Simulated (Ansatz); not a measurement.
## B2H7NOSi, SMILES BO[SiH](B)N: vertical spin-state energies, step by step

With Ansatz 0.2.0, Python API.

`b2h7nosi.xyz`
```text
12

B     0.30660    1.59110    1.15030
O    -0.67810    0.55880    1.48340
Si   -0.49400   -0.69150    0.30320
B    -0.96800   -0.12120   -1.45850
N     1.24700   -1.25050    0.25260
H     1.34110    1.67100    1.60960
H    -0.05970    2.51480    0.42870
H    -1.26290   -1.81490    0.70860
H    -1.92380   -0.68160   -1.95020
H    -0.50240    0.77280   -1.96960
H     1.25830   -2.09960   -0.30570
H     1.81300   -0.50440   -0.21840
```

Notebook, run cell by cell (the value of a cell's last expression is shown):

```python
import ansatz as az
```

```python
BASIS = '6-31G*'
FUNCTIONAL = 'PBE'

b2h7nosi = az.Crystal.molecule_from_extxyz('b2h7nosi.xyz')
```

```python
calculation = b2h7nosi.calculation().basis(gaussian=BASIS).functional(FUNCTIONAL)
found = {}
for unpaired in [0, 2]:
    report = calculation.spin('collinear', total=unpaired).run(threads=1, backend='cpu').report
    s = unpaired / 2
    found[unpaired] = report['free_energy_ev']
    print(f'2S+1 = {unpaired + 1}: E = {found[unpaired]:.5f} eV, <S^2> = {abs(report["mean_field"]["state"]["spin_squared"]):.3f} (pure state {s * (s + 1):.2f})')
lowest = min(found, key=found.get)
for unpaired, e in found.items():
    print(f'multiplicity {unpaired + 1}: {96.485332 * (e - found[lowest]):.1f} kJ/mol above the lowest')
```

    2S+1 = 1: E = -12869.93897 eV, <S^2> = 0.000 (pure state 0.00)
    2S+1 = 3: E = -12867.70604 eV, <S^2> = 2.005 (pure state 2.00)
    multiplicity 1: 0.0 kJ/mol above the lowest
    multiplicity 3: 215.4 kJ/mol above the lowest

In order: multiplicity 1 (+0.00 eV) and multiplicity 3 (+2.23 eV), all at the one geometry.

Reading the output:
- Total energies depend on the basis set; only differences at equal settings carry meaning.
- The geometry is a force-field or estimated start, not a minimum of this method, and the basis set is short of its limit. All parts are taken at fixed geometry, without zero-point energy.
- It ran for 12 s on 1 thread of Arm Neoverse V2, with other jobs on the host, peak memory 0.24 GiB.
